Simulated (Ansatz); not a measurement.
# W3N4: how settings move the results

Aim, for W3N4: sweep the k-point mesh.

Computed with Ansatz 0.2.0 (DFT PBE, scalar-relativistic, plane waves, PAW, unless a step's input says otherwise).

4 further runs of the same task are left out: 3 for a known fault of the program, 1 set aside as unsound or not needed. Runs told in other sessions of the task aren't counted.

### Step 1. Starting point

The structure is cubic, space group Pm-3m (No. 221). Conventional cell: a = 4.122 Å, b = 4.122 Å, c = 4.122 Å, α = 90.00°, β = 90.00°, γ = 90.00°. W (site symmetry 4/mmm) is surrounded by 6 N at 2.06 Å. Around N (site symmetry m-3m) lie 6 W at 2.06 Å. Around N (site symmetry 4/mmm) lie 4 W at 2.06 Å.

As a file:

```
CELL_PARAMETERS angstrom
4.12200 0.00000 0.00000
0.00000 4.12200 0.00000
0.00000 0.00000 4.12200
ATOMIC_POSITIONS crystal
W 0.50000 0.50000 0.00000
W 0.00000 0.50000 0.50000
W 0.50000 0.00000 0.50000
N 0.50000 0.50000 0.50000
N 0.50000 0.00000 0.00000
N 0.00000 0.50000 0.00000
N 0.00000 0.00000 0.50000
```

Source of the structure: the Crystallography Open Database. It is taken as it stands there.

### Step 2. The base run, which the others are set against

Input file input.yaml:

```yaml
crystal:
  lattice:
    - [4.122, 0.0, 0.0]
    - [0.0, 4.122, 0.0]
    - [0.0, 0.0, 4.122]
  atoms:
    - { symbol: W, position: [0.5, 0.5, 0.0] }
    - { symbol: W, position: [0.0, 0.5, 0.5] }
    - { symbol: W, position: [0.5, 0.0, 0.5] }
    - { symbol: "N", position: [0.5, 0.5, 0.5] }
    - { symbol: "N", position: [0.5, 0.0, 0.0] }
    - { symbol: "N", position: [0.0, 0.5, 0.0] }
    - { symbol: "N", position: [0.0, 0.0, 0.5] }
basis:
  ecutwfc: 420
kpoints:
  mp_grid: { grid: [10, 10, 10] }
hamiltonian:
  xc: pbe
scf:
  occupations: { method: gaussian, width: 0.1 }
output:
  forces: true
  stress: true
  eigenvalues: true
  populations: true
```

It was run beforehand and gave: -4670.0632 eV/atom at zero smearing, pressure 27.02 GPa, largest force 0.000 eV/Å, no gap on the mesh, in 6 SCF cycles and 9.3 s.

### Step 3. K-point mesh: 1×1×1

Input file input.yaml:

```yaml
crystal:
  lattice:
    - [4.122, 0.0, 0.0]
    - [0.0, 4.122, 0.0]
    - [0.0, 0.0, 4.122]
  atoms:
    - { symbol: W, position: [0.5, 0.5, 0.0] }
    - { symbol: W, position: [0.0, 0.5, 0.5] }
    - { symbol: W, position: [0.5, 0.0, 0.5] }
    - { symbol: "N", position: [0.5, 0.5, 0.5] }
    - { symbol: "N", position: [0.5, 0.0, 0.0] }
    - { symbol: "N", position: [0.0, 0.5, 0.0] }
    - { symbol: "N", position: [0.0, 0.0, 0.5] }
basis:
  ecutwfc: 420
kpoints:
  mp_grid: { grid: [1, 1, 1] }
hamiltonian:
  xc: pbe
scf:
  occupations: { method: gaussian, width: 0.1 }
output:
  forces: true
  stress: true
  eigenvalues: true
```

Command:

```bash
$ ansatz run input.yaml --threads 2 --pin off --max-ram 5120MiB --backend cpu --events-out ev --progress --plain --runs-dir out
```

### Step 4. K-point mesh: 2×2×2

Edit input.yaml of step 3 so:

```diff
@@ -16,3 +16,3 @@
 kpoints:
-  mp_grid: { grid: [1, 1, 1] }
+  mp_grid: { grid: [2, 2, 2] }
 hamiltonian:
```

### Step 5. K-point mesh set to 4×4×4

Edit input.yaml of step 4 so:

```diff
@@ -16,3 +16,3 @@
 kpoints:
-  mp_grid: { grid: [2, 2, 2] }
+  mp_grid: { grid: [4, 4, 4] }
 hamiltonian:
```

### Step 6. K-point mesh set to 6×6×6

Edit input.yaml of step 5 so:

```diff
@@ -16,3 +16,3 @@
 kpoints:
-  mp_grid: { grid: [4, 4, 4] }
+  mp_grid: { grid: [6, 6, 6] }
 hamiltonian:
```

### Step 7. K-point mesh set to 8×8×8

Edit input.yaml of step 6 so:

```diff
@@ -16,3 +16,3 @@
 kpoints:
-  mp_grid: { grid: [6, 6, 6] }
+  mp_grid: { grid: [8, 8, 8] }
 hamiltonian:
```

### Step 8. K-point mesh: 12×12×12

Edit input.yaml of step 7 so:

```diff
@@ -16,3 +16,3 @@
 kpoints:
-  mp_grid: { grid: [8, 8, 8] }
+  mp_grid: { grid: [12, 12, 12] }
 hamiltonian:
```

### Step 9. K-point mesh set to 14×14×14

Edit input.yaml of step 8 so:

```diff
@@ -16,3 +16,3 @@
 kpoints:
-  mp_grid: { grid: [12, 12, 12] }
+  mp_grid: { grid: [14, 14, 14] }
 hamiltonian:
```

(Steps that only read results are left out.)

Q: Predict the outcome of the series: the values and the trend.

The runs gave:

| quantity | value |
| --- | --- |
| k-point mesh: within 10 and 1 meV/atom of 14×14×14 from | 8×8×8 for 10; none of the others for 1 |

In words: The energy still moves by 1.88 meV/atom between the last two values of the k-point mesh, so 1 meV/atom is not shown to be reached. The error changes sign along the series, since a k mesh isn't variational, and a metal needs dense meshes to resolve its Fermi surface. The listed cell is far from this method's equilibrium (27.0 GPa, forces up to 0.00 eV/Å), so its values are not those of the relaxed crystal. The runs treat W without spin-orbit coupling.
